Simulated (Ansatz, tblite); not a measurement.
# C₂₈H₃₀: spin states and exact exchange

Aim: set other spin states of C₂₈H₃₀ against its singlet, on many levels of theory.

The runs use Ansatz 0.2.0, Gaussian basis; as each input shows.

Plan: triplet, at the geometry of the singlet (GFN1-xTB, GFN2-xTB, PBE0-D4/def2-TZVP, PBE-D4/def2-TZVP); the singlet's energies come from earlier runs.

### Step 1. The geometry

The geometry is that of the singlet, from an earlier relaxation (PBE-D4/def2-SVP).

SMILES `C=C/C=C/C=C/C=C/C=C/C=C/C=C/C=C/C=C/C=C/C=C/C=C/C=C/C=C`, 58 atoms, charge 0, spin multiplicity 1.

Bond lengths: C1–C2 1.359 Å, C1–H29 1.103 Å, C1–H30 1.100 Å, C2–C3 1.442 Å, C2–H31 1.106 Å, C3–C4 1.376 Å, C3–H32 1.106 Å, C4–C5 1.428 Å, C4–H33 1.106 Å, C5–C6 1.382 Å, C5–H34 1.106 Å, C6–C7 1.423 Å, C6–H35 1.106 Å, C7–C8 1.385 Å, C7–H36 1.106 Å, C8–C9 1.421 Å, C8–H37 1.106 Å, C9–C10 1.386 Å and more. Angles: C2–C1–H29 121.1°, C2–C1–H30 121.6°, H29–C1–H30 117.2°, C1–C2–C3 124.7°, C1–C2–H31 118.9°, C3–C2–H31 116.4°, C2–C3–C4 124.4°, C2–C3–H32 117.2°, C4–C3–H32 118.5°, C3–C4–C5 124.6°, C3–C4–H33 118.2°, C5–C4–H33 117.1°, C4–C5–C6 124.6°, C4–C5–H34 117.2°, C6–C5–H34 118.2°, C5–C6–C7 124.5°, C5–C6–H35 118.2°, C7–C6–H35 117.3° and more.

### Step 2. Triplet at the fixed geometry, GFN1-xTB

Tight binding, by tblite at 300 K electronic temperature and without a spin-polarisation term:

```python
tblite.interface.Calculator('GFN1-xTB', numbers, positions, charge=0, uhf=2).singlepoint()
```

Energy -2042.1836 eV; 0.12 s.

### Step 3. Triplet at the fixed geometry, GFN2-xTB

Tight binding, by tblite at 300 K electronic temperature and without a spin-polarisation term:

```python
tblite.interface.Calculator('GFN2-xTB', numbers, positions, charge=0, uhf=2).singlepoint()
```

Energy -2038.8112 eV; 0.094 s.

### Step 4. Triplet at the fixed geometry, PBE0-D4/def2-TZVP

The input, in.yaml:

```yaml
crystal:
  periodic: [false, false, false]
  atoms:
    - {symbol: C, position_ang: [16.431953, 1.493061, -2.926262]}
    - {symbol: C, position_ang: [15.275222, 0.784393, -2.840078]}
    - {symbol: C, position_ang: [13.996066, 1.340591, -2.476221]}
    - {symbol: C, position_ang: [12.829537, 0.616174, -2.391929]}
    - {symbol: C, position_ang: [11.559275, 1.161996, -2.032666]}
    - {symbol: C, position_ang: [10.387953, 0.434196, -1.948917]}
    - {symbol: C, position_ang: [9.122754, 0.979557, -1.590898]}
    - {symbol: C, position_ang: [7.947320, 0.252790, -1.506886]}
    - {symbol: C, position_ang: [6.685643, 0.799877, -1.149370]}
    - {symbol: C, position_ang: [5.507258, 0.074798, -1.064732]}
    - {symbol: C, position_ang: [4.248002, 0.623515, -0.706941]}
    - {symbol: C, position_ang: [3.067835, -0.100362, -0.621605]}
    - {symbol: C, position_ang: [1.809894, 0.449239, -0.263512]}
    - {symbol: C, position_ang: [0.628986, -0.274212, -0.177875]}
    - {symbol: C, position_ang: [-0.628610, 0.275401, 0.180485]}
    - {symbol: C, position_ang: [-1.809421, -0.448262, 0.265820]}
    - {symbol: C, position_ang: [-3.067537, 0.100779, 0.624137]}
    - {symbol: C, position_ang: [-4.247510, -0.623530, 0.708664]}
    - {symbol: C, position_ang: [-5.506933, -0.075559, 1.066988]}
    - {symbol: C, position_ang: [-6.685211, -0.800941, 1.150545]}
    - {symbol: C, position_ang: [-7.946889, -0.254452, 1.508941]}
    - {symbol: C, position_ang: [-9.122471, -0.981154, 1.591443]}
    - {symbol: C, position_ang: [-10.387537, -0.436023, 1.950281]}
    - {symbol: C, position_ang: [-11.559437, -1.163186, 2.031643]}
    - {symbol: C, position_ang: [-12.829357, -0.617069, 2.391680]}
    - {symbol: C, position_ang: [-13.996964, -1.340133, 2.472589]}
    - {symbol: C, position_ang: [-15.275772, -0.782914, 2.836123]}
    - {symbol: C, position_ang: [-16.433966, -1.489713, 2.917933]}
    - {symbol: H, position_ang: [16.455271, 2.574257, -2.711561]}
    - {symbol: H, position_ang: [17.382128, 1.014862, -3.206767]}
    - {symbol: H, position_ang: [15.294603, -0.298750, -3.060662]}
    - {symbol: H, position_ang: [13.961654, 2.422762, -2.252425]}
    - {symbol: H, position_ang: [12.868014, -0.465967, -2.616656]}
    - {symbol: H, position_ang: [11.519174, 2.243609, -1.807372]}
    - {symbol: H, position_ang: [10.428047, -0.647577, -2.174333]}
    - {symbol: H, position_ang: [9.083035, 2.061249, -1.365609]}
    - {symbol: H, position_ang: [7.986176, -0.828916, -1.732667]}
    - {symbol: H, position_ang: [6.647496, 1.881605, -0.923845]}
    - {symbol: H, position_ang: [5.544595, -1.006970, -1.290383]}
    - {symbol: H, position_ang: [4.211215, 1.705295, -0.481375]}
    - {symbol: H, position_ang: [3.104106, -1.182099, -0.847545]}
    - {symbol: H, position_ang: [1.773797, 1.530979, -0.037617]}
    - {symbol: H, position_ang: [0.665024, -1.355923, -0.403955]}
    - {symbol: H, position_ang: [-0.664774, 1.357103, 0.406582]}
    - {symbol: H, position_ang: [-1.773073, -1.529869, 0.039316]}
    - {symbol: H, position_ang: [-3.104217, 1.182375, 0.850678]}
    - {symbol: H, position_ang: [-4.210412, -1.705022, 0.481777]}
    - {symbol: H, position_ang: [-5.544517, 1.005907, 1.294042]}
    - {symbol: H, position_ang: [-6.647022, -1.882275, 0.923156]}
    - {symbol: H, position_ang: [-7.985688, 0.826897, 1.736427]}
    - {symbol: H, position_ang: [-9.083101, -2.062323, 1.363603]}
    - {symbol: H, position_ang: [-10.427155, 0.645293, 2.177973]}
    - {symbol: H, position_ang: [-11.520143, -2.244232, 1.803512]}
    - {symbol: H, position_ang: [-12.866741, 0.464486, 2.619402]}
    - {symbol: H, position_ang: [-13.963970, -2.421621, 2.245322]}
    - {symbol: H, position_ang: [-15.293418, 0.299380, 3.060987]}
    - {symbol: H, position_ang: [-16.457708, -2.571463, 2.705959]}
    - {symbol: H, position_ang: [-17.382512, -1.011937, 3.204648]}
basis:
  gaussian: {orbitals: def2-TZVP, fitting: {mean_field: def2-universal-jkfit}}
magnetization: {spin_polarized: true, initial_magnetization: 2}
hamiltonian: {xc: pbe0, dispersion: d4}
scf: {omitted_lower_state_checks: [starts]}
output: {orbitals: {seedname: orbitals}}
```

On the command line:

```console
> ansatz run in.yaml --threads 2 --pin off --events-out ev --progress --plain --max-ram 31744MiB --backend cuda --devices 0, --max-vram 18GiB
```

The log of the run:

```text
Functional definition: PBE0
  name "PBE0"
  cite "Adamo & Barone, J. Chem. Phys. 110, 6158 (1999) doi:10.1063/1.478522"
  cite "Perdew, Burke & Ernzerhof, Phys. Rev. Lett. 77, 3865 (1996) doi:10.1103/PhysRevLett.77.3865"
  parent pbe
  parameter a = 0.25
  parameter kappa = 0.804
  parameter beta = 0.06672455060314922
  exchange = (1 - a)*pbe_x(kappa = kappa, mu = beta*pi^2/3) + a*exact_x
  correlation = pbe_c(beta = beta)
these checks for a lower state are left out or cut short: starts
2640 factors; integrals over basis functions are off by at most 3.4e-1 eV
mean field evaluation 1: about -29456.7791 eV, gradient 8.5e1 eV
mean field evaluation 2: about -29462.3821 eV, gradient 7.7e1 eV
mean field evaluation 4: about -29493.5237 eV, gradient 7.0e0 eV
mean field evaluation 8: about -29493.7788 eV, gradient 7.0e-1 eV
mean field evaluation 16: about -29493.8061 eV, gradient 1.7e-2 eV
mean field evaluation 32: about -29493.8061 eV, gradient 4.0e-5 eV
mean field -29493.80609644 eV, -1083.8773824245 hartree, gradient 3.7e-6 eV, S^2 2.232983; 0 other end points of the search recorded, 0 dependent functions left out
reference -29493.80620289 eV, -1083.8773863365 hartree; 100, 98 occupied and 948, 950 virtual orbitals, 2640 factors
Total energy: -29495.07553509 eV, -1083.9240334344 hartree
Checks for a lower state left out: starts
```

Wall time 27 s (1 × H100 (card shared with other runs) with 2 threads of AMD EPYC 7R13, shared host); peak host memory 1.9 GiB.

Report: HOMO -4.12 eV, LUMO -3.64 eV (over both spins); ⟨S²⟩ 2.233 (pure: 2.00). Doubts: spin contamination.

### Step 5. Triplet at the fixed geometry, PBE-D4/def2-TZVP

start.molden holds the orbitals of an earlier run on this state, given as this run's starting guess.

Edit in.yaml of step 4 so:

```diff
@@ -62,5 +62,5 @@
 basis:
-  gaussian: {orbitals: def2-TZVP, fitting: {mean_field: def2-universal-jkfit}}
+  gaussian: {orbitals: def2-TZVP, fitting: {mean_field: def2-universal-jkfit}, initial_orbitals: start.molden}
 magnetization: {spin_polarized: true, initial_magnetization: 2}
-hamiltonian: {xc: pbe0, dispersion: d4}
+hamiltonian: {xc: pbe, dispersion: d4}
 scf: {omitted_lower_state_checks: [starts]}
```

Launched as before.

The log of the run:

```text
Functional definition: PBE
  name "PBE"
  cite "Perdew, Burke & Ernzerhof, Phys. Rev. Lett. 77, 3865 (1996) doi:10.1103/PhysRevLett.77.3865"
  parent pbe
  parameter kappa = 0.804
  parameter beta = 0.06672455060314922
  exchange = pbe_x(kappa = kappa, mu = beta*pi^2/3)
  correlation = pbe_c(beta = beta)
these checks for a lower state are left out or cut short: starts
2640 factors; integrals over basis functions are off by at most 3.4e-1 eV
mean field evaluation 1: about -29490.9370 eV, gradient 1.4e1 eV
mean field evaluation 2: about -29491.5393 eV, gradient 7.9e-1 eV
mean field evaluation 4: about -29491.5301 eV, gradient 4.8e-1 eV
mean field evaluation 8: about -29491.5316 eV, gradient 2.0e-5 eV
mean field -29491.53158549 eV, -1083.7937956887 hartree, gradient 2.0e-5 eV, S^2 2.020901; 0 other end points of the search recorded, 0 dependent functions left out
reference -29491.53172950 eV, -1083.7938009809 hartree; 100, 98 occupied and 948, 950 virtual orbitals, 2640 factors
Total energy: -29493.02545762 eV, -1083.8486944770 hartree
Checks for a lower state left out: starts
```

Wall time 11 s (1 × H100 (card shared with other runs) with 2 threads of AMD EPYC 7R13, shared host); peak host memory 1.4 GiB.

Report: HOMO -3.62 eV, LUMO -4.14 eV (over both spins; with the spin held, an empty level of the minority spin lies below the top filled one); ⟨S²⟩ 2.021 (pure: 2.00).

### Step 6. Triplet less singlet, vertical

The singlet's energies are those of its earlier runs, whose logs aren't repeated here.

| level | triplet less singlet, vertical (kcal/mol) | time |
| --- | --- | --- |
| GFN1-xTB | +17.8 | 0.23 s |
| GFN2-xTB | +17.9 | 0.18 s |
| PBE-D4/def2-TZVP | +15.7 | 20 s |
| PBE0-D4/def2-TZVP | +15.0 | 36 s |

Times add the two runs; a level without a time comes out of a correlated run. Tight binding without a spin term can't rank spin states.

### Step 7. Outcome

```
                                                quantity                                       value
triplet less singlet, vertical, functionals in def2-TZVP  +15.0 (PBE0-D4) to +15.7 kcal/mol (PBE-D4)
```

All functionals put the triplet above the singlet, over a spread of 0.7 kcal/mol. The checks for a lower triplet were left out, so another state of that spin may lie lower. These are electronic energies, without zero-point motion, entropy or surroundings.
